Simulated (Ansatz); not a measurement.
## SiO under changes of volume

One of the cells (11.058 Å³/atom); the others are scaled copies at fixed shape and fractional positions:

```xyz
2
Lattice="2.8070 0.0000 0.0000 0.0000 2.8070 0.0000 0.0000 0.0000 2.8070" Properties=species:S:1:pos:R:3 pbc="T T T"
Si    0.0000    0.0000    0.0000
O     1.4035    1.4035    1.4035
```

The cell was built by a generator and needn't be a form met in nature.

| Quantity | Value |
| --- | --- |
| Program | Ansatz 0.2.0 |
| Functional | PBE |
| Potentials or basis | Ansatz PAW |
| Cutoff | 420 eV (not typed: the program's choice for these potentials) |
| k mesh | 9 × 9 × 9 |
| Occupations | fermi-dirac, width 0.05 eV |
| Spin | no spin polarisation |

```csv
volume (Å³/atom),energy over the lowest point (meV/atom),pressure (GPa)
10.395,?,?
10.616,8.25,5.9
10.837,2.14,2.9
11.058,0.00,0.1
11.279,1.63,-2.4
11.500,6.42,-4.6
11.722,14.29,-6.6
```

Question: What does the run at 10.395 Å³/atom give?

Answer: Energy over the lowest point 18.64 meV/atom; pressure 9.1 GPa.

Worked out: A Birch-Murnaghan fit of order 3 (a polynomial in V^(-2/3)) to the other rows has its minimum at 11.07 Å³/atom with B0 = V·E''(V) = 131 GPa and B' = 4.2. It gives 18.88 meV/atom at 10.395 Å³/atom, against the run's 18.64, and -dE/dV = 9.4 GPa, against 9.1.

Energies are extrapolated to zero smearing.
